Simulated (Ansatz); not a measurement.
**C2H5F2In: from a rough start to a minimum**

Aim: relax C2H5F2In from a cheap starting geometry, check the end point by its vibrations and derive ideal-gas thermochemistry, and look at its orbitals and charge.

The runs use Ansatz 0.2.0, Gaussian basis; RKS PBE0-D4/def2-TZVP.

The runs, in order: relaxation at PBE0-D4/def2-TZVP; harmonic vibrations at the same level; a single point in def2-TZVPP for the fields.

**1. Where the work starts**

SMILES `C[CH2][In]([F])[F]`, 10 atoms, charge 0, spin multiplicity 1.

Atoms are counted from 1 here; the program's logs count them from 0.

Bond lengths: C1–C2 1.499 Å, C1–H6 1.090 Å, C1–H7 1.092 Å, C1–H8 1.090 Å, C2–In3 2.283 Å, C2–H9 1.086 Å, C2–H10 1.086 Å, In3–F4 1.993 Å, In3–F5 2.001 Å. Angles: C2–C1–H6 111.4°, C2–C1–H7 109.1°, C2–C1–H8 111.2°, H6–C1–H7 108.3°, H6–C1–H8 108.5°, H7–C1–H8 108.1°, C1–C2–In3 109.4°, C1–C2–H9 113.8°, C1–C2–H10 114.3°, In3–C2–H9 103.7°, In3–C2–H10 103.6°, H9–C2–H10 110.9°, C2–In3–F4 117.5°, C2–In3–F5 129.9°, F4–In3–F5 112.6°.

Coordinates:

```csv
atom,x (Å),y (Å),z (Å)
C1,0.0803,-1.1647,0.7476
C2,0.5554,0.2482,0.5898
In3,-0.4535,1.1868,-1.2305
F4,-1.4590,-0.0254,-2.4515
F5,-0.5164,3.0986,-1.8191
H6,-0.9901,-1.2050,0.9480
H7,0.6045,-1.6270,1.5868
H8,0.2872,-1.7530,-0.1460
H9,1.6159,0.3331,0.3693
H10,0.2758,0.9083,1.4057
```

The start is a GFN2-xTB geometry. In takes the def2 core potential; no spin-orbit term is included.

**2. Relaxation at PBE0-D4/def2-TZVP**

File in.yaml:

```yaml
crystal:
  periodic: [false, false, false]
  atoms:
    - {symbol: C, position_ang: [0.080320, -1.164730, 0.747620]}
    - {symbol: C, position_ang: [0.555390, 0.248240, 0.589770]}
    - {symbol: In, position_ang: [-0.453490, 1.186800, -1.230540]}
    - {symbol: F, position_ang: [-1.459040, -0.025360, -2.451500]}
    - {symbol: F, position_ang: [-0.516410, 3.098600, -1.819050]}
    - {symbol: H, position_ang: [-0.990060, -1.204970, 0.947970]}
    - {symbol: H, position_ang: [0.604450, -1.627010, 1.586830]}
    - {symbol: H, position_ang: [0.287210, -1.752990, -0.146030]}
    - {symbol: H, position_ang: [1.615850, 0.333060, 0.369250]}
    - {symbol: H, position_ang: [0.275770, 0.908350, 1.405680]}
basis:
  gaussian: {orbitals: def2-TZVP}
hamiltonian: {xc: pbe0, dispersion: d4}
relax: {f_tol: 0.005, max_steps: 150}
```

The run is started by

```sh
$ ansatz run in.yaml --threads 4 --pin off --events-out ev --progress --plain --max-ram 10444MiB
```

Further steps of the session: Harmonic vibrations; A single point for the fields.

Q: Predict the results of all the runs planned. Wanted: point group; shift from the start; total energy; dispersion term; dipole moment; lowest, highest wavenumber; zero-point energy; HOMO, LUMO.

The runs gave:

| quantity | value |
| --- | --- |
| point group | Cs |
| steps | 18 |
| shift from the start (rms) | 0.166 Å |
| total energy | -12760.4744 eV |
| dispersion term | -145 meV |
| dipole moment | 5.00 D |
| lowest, highest wavenumber | 21, 3142 cm⁻¹ |
| zero-point energy | 179.1 kJ/mol |
| entropy at 298.15 K | 385.2 J/(mol K) |
| HOMO, LUMO | -8.62, -1.64 eV |

The relaxed geometry lies 0.17 Å (rms) from the start; the bond that changed most is C2–In3, from 2.283 to 2.137 Å. All wavenumbers are real, so the end point is a minimum. The stiffest mode, 3142 cm⁻¹, is a C–H stretch, and 4 modes under 200 cm⁻¹ make the vibrational entropy uncertain. Harmonic hybrid wavenumbers usually lie a few per cent above measured fundamentals. The largest Mulliken charge, +1.02 e, sits on In3. The HOMO lies mostly on C2 30 %; In3 18 % and the LUMO on In3 37 %; C2 17 %.
